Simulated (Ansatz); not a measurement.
# Si₂H₆ + HBr: a complex and its separated parts

Aim: how far the complex at one end of a reaction step lies below its separated, relaxed parts, level by level.

Program: Ansatz 0.2.0, Gaussian basis. Level of theory: PBE0-D4/def2-TZVP structures, single points in def2-TZVPP, no counterpoise correction. These are calculated values, not measurements.

Levels: SPW92, PBE-D4, BLYP-D4, r2SCAN-D4, B97M-V, PBE0-D4, B3LYP-D4, r2SCAN0-D4, BHLYP-D4, CAM-B3LYP-D4, wB97X-V, wB97M-V, B2PLYP, PBE-QIDH, RPA on PBE, Hartree-Fock, MP2, CCSD, CCSD(T).

Correlated methods freeze the cores. Filled d shells of the heavier atoms are correlated. B3LYP uses VWN-RPA correlation. B2PLYP carries no dispersion term here.

94 further runs of the same task are left out: 94 set aside as unsound or not needed.

### Step 1. The starting structure

The complex: 10 atoms, charge 0, spin multiplicity 1.

Atoms are counted from 1 here; the program's logs count them from 0.

Bond lengths: Si1–H3 1.487 Å, Si1–H4 1.487 Å, Si1–H5 1.493 Å, Si1–Si7 2.340 Å, Br2–H6 1.424 Å, Si7–H8 1.486 Å, Si7–H9 1.486 Å, Si7–H10 1.488 Å. Angles: H3–Si1–H4 109.0°, H3–Si1–H5 107.5°, H3–Si1–Si7 110.8°, H4–Si1–H5 107.5°, H4–Si1–Si7 110.8°, H5–Si1–Si7 111.0°, Si1–Si7–H8 110.3°, Si1–Si7–H9 110.3°, Si1–Si7–H10 108.7°, H8–Si7–H9 109.5°, H8–Si7–H10 109.0°, H9–Si7–H10 109.0°.

As a file:

```tsv
atom	x (Å)	y (Å)	z (Å)
Si1	-0.9989	0.9070	-0.0269
Br2	-0.1314	-3.3605	0.1986
H3	-1.4277	1.6028	-1.2689
H4	-1.3659	1.7417	1.1475
H5	-1.7750	-0.3653	0.0661
H6	-1.0024	-2.2343	0.1553
Si7	1.3030	0.4860	-0.0618
H8	1.7178	-0.2102	1.1835
H9	1.6557	-0.3505	-1.2379
H10	2.0249	1.7835	-0.1555
```

Its parts: Si₂H₆ holds atoms 1, 3, 4, 5, 7, 8, 9, 10; HBr holds atoms 2, 6. Each part counts its atoms afresh in its own runs.

### Step 2. Relaxing Si₂H₆ alone

relax-a/in.yaml

```yaml
crystal:
  periodic: [false, false, false]
  atoms:
    - {symbol: Si, position_ang: [-0.998949, 0.906980, -0.026891]}
    - {symbol: H, position_ang: [-1.427711, 1.602781, -1.268902]}
    - {symbol: H, position_ang: [-1.365892, 1.741711, 1.147487]}
    - {symbol: H, position_ang: [-1.774957, -0.365333, 0.066089]}
    - {symbol: Si, position_ang: [1.302964, 0.485955, -0.061766]}
    - {symbol: H, position_ang: [1.717818, -0.210172, 1.183486]}
    - {symbol: H, position_ang: [1.655698, -0.350507, -1.237898]}
    - {symbol: H, position_ang: [2.024901, 1.783484, -0.155492]}
basis:
  gaussian: {orbitals: def2-TZVP}
hamiltonian: {xc: pbe0, dispersion: d4}
relax: {f_tol: 0.005, max_steps: 200}
```

On the command line:

```console
ansatz run in.yaml --threads 4 --pin off --events-out ev --progress --plain --max-ram 9574MiB
```

After this run come: Relaxing HBr alone; SPW92/def2-TZVPP; PBE-D4/def2-TZVPP; BLYP-D4/def2-TZVPP; r2SCAN-D4/def2-TZVPP; B97M-V/def2-TZVPP; PBE0-D4/def2-TZVPP; B3LYP-D4/def2-TZVPP; r2SCAN0-D4/def2-TZVPP; BHLYP-D4/def2-TZVPP; CAM-B3LYP-D4/def2-TZVPP; wB97X-V/def2-TZVPP; wB97M-V/def2-TZVPP; B2PLYP/def2-TZVPP; PBE-QIDH/def2-TZVPP; RPA on PBE/def2-TZVPP; CCSD(T)/def2-TZVPP; Vibrations of Si₂H₆; Vibrations of HBr.

What does the calculation give? Wanted: complex less parts, CCSD(T)/def2-TZVPP; with zero-point energy; largest T1 diagnostic.

The runs gave:

| quantity | value |
| --- | --- |
| complex less parts, CCSD(T)/def2-TZVPP | -5.2 kJ/mol |
| with zero-point energy | -2.6 kJ/mol |
| largest T1 diagnostic | 0.013 |

What this shows: At CCSD(T) the complex lies 5.2 kJ/mol below its parts. r2SCAN0-D4 is the best functional here (-0.5 kJ/mol from CCSD(T)); SPW92 is the worst (-8.7 kJ/mol). Mean unsigned error by rung: LDA 8.7, GGA 2.6, meta-GGA 1.1, hybrid 1.5, range-separated hybrid 0.8, double hybrid 2.4 kJ/mol. PBE-D4 gives a relative energy 3.6 kJ/mol too low, an error of 69 % of the reference. No counterpoise was applied, and triple zeta lacks some correlation, so the CCSD(T) reference has a basis error of its own, and close matches with it are partly luck.
